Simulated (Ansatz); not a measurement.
# Nd2Hf2F: the cost of one run

Program: Ansatz 0.2.0. Level of theory: DFT PBE, scalar-relativistic, plane waves, PAW; 4f electrons in the core of a trivalent norm-conserving potential. These are calculated values, not measurements.

**1. The structure to begin with**

It takes space group P6/mmm (No. 191, hexagonal). The conventional cell has a = 4.867 Å, b = 4.867 Å, c = 5.024 Å, α = 90.00°, β = 90.00°, γ = 120.00°. Nd (site symmetry -6m2) has 2 Hf at 2.51 Å and 3 Nd at 2.81 Å in its first shell of neighbours. Hf (site symmetry -6m2) has 2 Nd at 2.51 Å and 3 Hf at 2.81 Å and 3 F at 2.81 Å in its first shell of neighbours. F (site symmetry 6/mmm) has 6 Hf at 2.81 Å in its first shell of neighbours.

Structure file:

```cif
data_structure
_symmetry_space_group_name_H-M 'P6/mmm'
_symmetry_Int_Tables_number 191
_cell_length_a 4.8668
_cell_length_b 4.8668
_cell_length_c 5.0241
_cell_angle_alpha 90.000
_cell_angle_beta 90.000
_cell_angle_gamma 120.000
_cell_volume 103.06
loop_
_atom_site_label
_atom_site_type_symbol
_atom_site_symmetry_multiplicity
_atom_site_Wyckoff_symbol
_atom_site_fract_x
_atom_site_fract_y
_atom_site_fract_z
_atom_site_occupancy
Nd1 Nd 2 d 0.33333 0.66667 0.50000 1
Hf1 Hf 2 c 0.33333 0.66667 0.00000 1
F1 F 1 a 0.00000 0.00000 0.00000 1
```

The cell is invented: random cell by space group and Wyckoff sites (P6/mmm, No. 191). Its size is a rough estimate.

**2. A first look at the guess**

Input file input.yaml:

```yaml
crystal:
  lattice:
    - [4.86679891, 0.0, 0.0]
    - [-2.43339946, 4.21477149, 0.0]
    - [0.0, 0.0, 5.02413525]
  atoms:
    - { symbol: Nd, position: [0.33333333, 0.66666667, 0.5] }
    - { symbol: Nd, position: [0.66666667, 0.33333333, 0.5] }
    - { symbol: Hf, position: [0.33333333, 0.66666667, 0.0] }
    - { symbol: Hf, position: [0.66666667, 0.33333333, 0.0] }
    - { symbol: F, position: [0.0, 0.0, 0.0] }
basis:
  ecutwfc: 660
kpoints:
  mp_grid: { grid: [6, 6, 4] }
hamiltonian:
  xc: pbe
  pseudopotentials:
    kind: paw
    azcp: { Nd: "pseudopotentials/pbe/nc/lanthanide_3plus/Nd.nc.azcp" }
scf:
  occupations: { method: gaussian, width: 0.1 }
  lower_state_search: "off"
output:
  forces: true
  stress: true
  eigenvalues: true
```

Command:

```
$ ansatz run input.yaml --threads 1 --pin off --max-ram 2560MiB --backend cpu --events-out ev --progress --plain --runs-dir out
```

**Question.** How long does this run take on 1 thread of Intel Xeon at 2.70GHz, shared host, and how much memory does it need?

About 17 s, with a peak of 0.52 GiB.
